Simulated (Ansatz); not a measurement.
This script makes an atomisation energy of HZn with the Python package of Ansatz (0.2.0).

`hzn.py`
```python
"""Atomisation energy of HZn at the given geometry."""

from collections import Counter

import ansatz as az

SETTINGS = {
    "basis": "def2-SVPD",
    "level": "ccsd_t",
}


def energy_of(molecule, charge=0, unpaired=0):
    calc = molecule.calculation().basis(gaussian=SETTINGS["basis"]).correlation(SETTINGS["level"])
    if charge:
        calc = calc.charge(charge)
    if unpaired:
        calc = calc.spin("collinear", total=unpaired)
    return calc.run().report["free_energy_ev"]

geometry_ang = [
    ("Zn", [0.752, -0.2963, 0.3709]),
    ("H", [-0.7225, 0.2361, -0.3668]),
]
hzn = az.Crystal.molecule()
for symbol, xyz in geometry_ang:
    hzn = hzn.atom(symbol, xyz)

# unpaired electrons of the ground-state atoms
unpaired = {"Zn": 0, "H": 1}
counts = Counter(site.symbol for site in hzn.cartesian_sites)
atom_energy = {s: energy_of(az.Crystal.molecule().atom(s, (0, 0, 0)), 0, unpaired[s]) for s in counts}
whole = energy_of(hzn, 0, 1)
for s, e in atom_energy.items():
    print(f"{s:2s} x{counts[s]}  {e:14.5f} eV")
print(f"HZn: {whole:.5f} eV")
split = sum(counts[s] * e for s, e in atom_energy.items()) - whole
print(f"atomisation energy (no zero-point term): {split:.3f} eV, {split / sum(counts.values()):.3f} eV an atom")
```

What does it cost to take this molecule apart into atoms?

1.127 eV from the electronic energies, without the zero-point term.

The output:

```console
$ python hzn.py
Zn x1    -48379.42393 eV
H  x1       -13.58606 eV
HZn: -48394.13729 eV
atomisation energy (no zero-point term): 1.127 eV, 0.564 eV an atom
```

Reading the output:
- These settings explore the input space; basis and method may be short of convergence.
- The geometry is a force-field or estimated start, not a minimum of this method, and the basis set is short of its limit. All parts are taken at fixed geometry, without zero-point energy.
- The species is open-shell (spin multiplicity 2).
- In double-zeta sets correlated atomisation energies come out some 10 to 15 % low.
- Run time: 2.5 s on 1 thread of Arm Neoverse V2, on a shared host, peak memory 0.18 GiB.

(Lines on the test bed's own set-up are left out of the output.)
